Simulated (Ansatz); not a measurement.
# C₂H₇AlO₂: one species, many methods

The task here is to estimate one member of a computed series from the others.

The runs use Ansatz 0.2.0, Gaussian basis; functionals in def2-TZVPP, the program's frozen cores in correlated methods.

The runs, in order: PBE-D4, r2SCAN-D4, PBE0-D4, B3LYP-D4, ωB97X-V, ωB97M-V, B2PLYP; CCSD(T)/def2-TZVPP; MP2/def2-QZVPP; extrapolation to the limit.

### The geometry

The geometry comes from an earlier relaxation with PBE0-D4 in a triple-zeta def2 set; it is a stationary point, not always the lowest conformer.

12 atoms, charge 0, spin multiplicity 1.

Atoms are counted from 1 here; the program's logs count them from 0.

Bond lengths: O1–C2 1.429 Å, O1–H6 0.960 Å, C2–C3 1.492 Å, C2–H7 1.097 Å, C2–H8 1.098 Å, C3–O4 1.505 Å, C3–Al5 1.958 Å, C3–H9 1.089 Å, O4–Al5 1.929 Å, O4–H10 0.967 Å, Al5–H11 1.589 Å, Al5–H12 1.583 Å. Angles: C2–O1–H6 109.0°, O1–C2–C3 108.1°, O1–C2–H7 111.5°, O1–C2–H8 109.4°, C3–C2–H7 108.5°, C3–C2–H8 111.1°, H7–C2–H8 108.2°, C2–C3–O4 108.3°, C2–C3–Al5 119.2°, C2–C3–H9 112.7°, O4–C3–Al5 66.2°, O4–C3–H9 107.0°, Al5–C3–H9 127.1°, C3–O4–Al5 68.2°, C3–O4–H10 108.4°, Al5–O4–H10 137.1°, C3–Al5–O4 45.6°, C3–Al5–H11 114.7° and more.

The first run:

Contents of in.yaml:

```yaml
crystal:
  periodic: [false, false, false]
  atoms:
    - {symbol: O, position_ang: [-1.559236, -1.041480, 0.755397]}
    - {symbol: C, position_ang: [-0.885671, 0.218509, 0.717582]}
    - {symbol: C, position_ang: [0.571681, -0.039644, 0.525804]}
    - {symbol: O, position_ang: [0.734984, -0.977581, -0.640252]}
    - {symbol: Al, position_ang: [1.490661, 0.758939, -1.007311]}
    - {symbol: H, position_ang: [-2.505254, -0.892739, 0.685016]}
    - {symbol: H, position_ang: [-1.020113, 0.773747, 1.653855]}
    - {symbol: H, position_ang: [-1.291292, 0.825426, -0.102590]}
    - {symbol: H, position_ang: [1.029207, -0.521566, 1.388227]}
    - {symbol: H, position_ang: [-0.107451, -1.429370, -0.789066]}
    - {symbol: H, position_ang: [0.559490, 1.616743, -1.967404]}
    - {symbol: H, position_ang: [3.059894, 0.654015, -1.185157]}
basis:
  gaussian: {orbitals: def2-TZVPP}
hamiltonian: {xc: pbe, dispersion: d4}
output: {forces: true, orbitals: {seedname: orbitals}}
```

Command:

```sh
$ ansatz run in.yaml --threads 4 --pin off --events-out ev --progress --plain --max-ram 10444MiB
```

Steps of the session up to this table: PBE-D4 (GGA); r2SCAN-D4 (meta-GGA); PBE0-D4 (hybrid); B3LYP-D4 (hybrid); ωB97X-V (range-separated); ωB97M-V (range-separated); B2PLYP (double hybrid); CCSD(T) in def2-TZVPP; MP2 in def2-QZVPP.

One of the session's tables, all rows but one given; the rest of the session is left out.

```
            method  atomisation energy (eV)
            PBE-D4                   44.617
         r2SCAN-D4                   43.969
           PBE0-D4                   43.702
          B3LYP-D4                   43.702
           ωB97X-V                   43.976
           ωB97M-V                   44.017
            B2PLYP                   43.286
     HF/def2-TZVPP                        ?
    MP2/def2-TZVPP                   43.509
   CCSD/def2-TZVPP                   42.107
CCSD(T)/def2-TZVPP                   42.775
           MP2/CBS                   44.706
       CCSD(T)/CBS                   43.972
```

Q: Estimate the row for HF/def2-TZVPP from the others.

As computed: atomisation energy (eV): 30.976. In the column «atomisation energy (eV)» it is the lowest.

To keep in mind: Free atoms (2 O, 2 C, 1 Al, 7 H) were run apart at each level; the atomisation energy is their sum less the molecule, without zero-point or spin-orbit terms.
